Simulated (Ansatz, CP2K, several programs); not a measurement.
Energy against volume for KTaO3 in the cubic perovskite structure, at fixed shape and fractional coordinates, computed by several methods (PBE and r2SCAN, where shown, with plane waves in Ansatz); the cell shown is that of r2SCAN. Space group Pm-3m (No. 221), cubic; conventional cell a = 3.990 Å, 12.71 Å³ an atom. Around K lie 12 O at 2.82 Å; around Ta lie 6 O at 2.00 Å; around O lie 2 Ta at 2.00 Å and 4 K at 2.82 Å. The values are computed, spin-unpolarised, and not measurements. Energies count from each curve's lowest point; fits are third-order Birch-Murnaghan.

```cif
data_structure
_symmetry_space_group_name_H-M 'Pm-3m'
_symmetry_Int_Tables_number 221
_cell_length_a 3.9901
_cell_length_b 3.9901
_cell_length_c 3.9901
_cell_angle_alpha 90.000
_cell_angle_beta 90.000
_cell_angle_gamma 90.000
_cell_volume 63.53
loop_
_atom_site_label
_atom_site_type_symbol
_atom_site_symmetry_multiplicity
_atom_site_Wyckoff_symbol
_atom_site_fract_x
_atom_site_fract_y
_atom_site_fract_z
_atom_site_occupancy
K1 K 1 a 0.00000 0.00000 0.00000 1
Ta1 Ta 1 b 0.50000 0.50000 0.50000 1
O1 O 3 c 0.50000 0.50000 0.00000 1
```

r2SCAN, on the shape of its own relaxed cell:
```csv
V (Å³/atom),E (meV/atom)
11.943,33.39
12.324,7.90
12.705,0.00
13.087,7.06
13.468,26.83
```
V₀ = 12.71 Å³ an atom and B₀ = 209 GPa.

Q: PBE, on the shape of its own relaxed cell, gives
```
V (Å³/atom)  E (meV/atom)
     12.254         30.78
     12.645          7.21
     13.036          0.00
     13.427          6.52
     13.818         24.78
```
What equilibrium volume and bulk modulus follow?

A: V₀ = 13.03 Å³ an atom and B₀ = 188 GPa.

PBE/DZVP (CP2K), on the shape of the cell shown:
```csv
V (Å³/atom),E (meV/atom)
11.181,161.51
11.943,41.32
12.705,0.00
13.468,17.34
14.230,74.96
```
V₀ = 12.83 Å³ an atom and B₀ = 191 GPa.

Q: PBE/SZV (CP2K), on the shape of the cell shown, gives
```csv
V (Å³/atom),E (meV/atom)
11.181,269.62
11.943,97.77
12.705,15.69
13.468,0.00
14.230,29.95
```
What equilibrium volume and bulk modulus follow?

A: V₀ = 13.32 Å³ an atom and B₀ = 182 GPa.

light PBE (260 eV and a coarse mesh), on the shape of the cell shown:

| V (Å³/atom) | E (meV/atom) |
| --- | --- |
| 11.689 | 181.12 |
| 12.197 | 71.83 |
| 12.705 | 0.00 |
| 13.214 | 72.01 |
| 13.722 | 131.77 |
| 14.230 | 111.38 |

The points scatter about the fit by more than 0.3 meV an atom, since at so low a cutoff the number of plane waves jumps with the volume, so no fit is quoted.
